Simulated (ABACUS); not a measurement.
Here is an ABACUS 3.10.1 calculation.

The input INPUT:

```
INPUT_PARAMETERS
suffix              SiSe
calculation         scf
basis_type          lcao
pseudo_dir          ./
orbital_dir         ./
symmetry            1
dft_functional      pz
ecutwfc             100
pseudo_rcut         7
nspin               1
nbands              14
ks_solver           genelpa
smearing_method     fd
smearing_sigma      0.00367493
scf_thr             1e-07
scf_nmax            100
mixing_type         broyden
mixing_beta         0.7
cal_force           1
cal_stress          1
out_mul             1
```

File STRU:

```
ATOMIC_SPECIES
Si 28.0850 Si.upf
Se 78.9710 Se.upf

NUMERICAL_ORBITAL
Si_confined-atom_7au_2s2p1d.orb
Se_confined-atom_7au_2s2p2d.orb

LATTICE_CONSTANT
6.7939433633

LATTICE_VECTORS
1.0000000000 0.0000000000 0.0000000000
-0.5000000000 0.8660241433 0.0000000000
0.0000000000 0.0000000000 1.0009818647

ATOMIC_POSITIONS
Cartesian

Si
0.0
1
0.5000050000 0.2886718277 0.5004909324 1 1 1

Se
0.0
1
0.0000000000 0.0000000000 0.0000000000 1 1 1
```

The input KPT:

```
K_POINTS
0
Gamma
9 9 7 0 0 0
```

Potentials or basis: PseudoDojo NC SR 0.4.1 PBE standard, DZP LCAO (the cutoffs set its grid).

Run with:

```bash
$ OMP_NUM_THREADS=1 mpirun -np 4 abacus > log
```

Q: Predict the band gap on the k mesh.

A: None (metal or under the smearing width).

Q: What does it give for the Mulliken charges?

A: Si +0.22; Se -0.22 e.

Stress tensor (GPa, compression positive):
```
-2.17  0.00  0.00
 0.00 -2.17  0.00
 0.00  0.00 -1.19
```

Caveat: the atomic orbitals were generated for these runs and aren't a published set; the potentials were made for another functional, which shifts forces and pressure; the basis of atomic orbitals isn't converged, which shifts pressures, moduli and gaps.
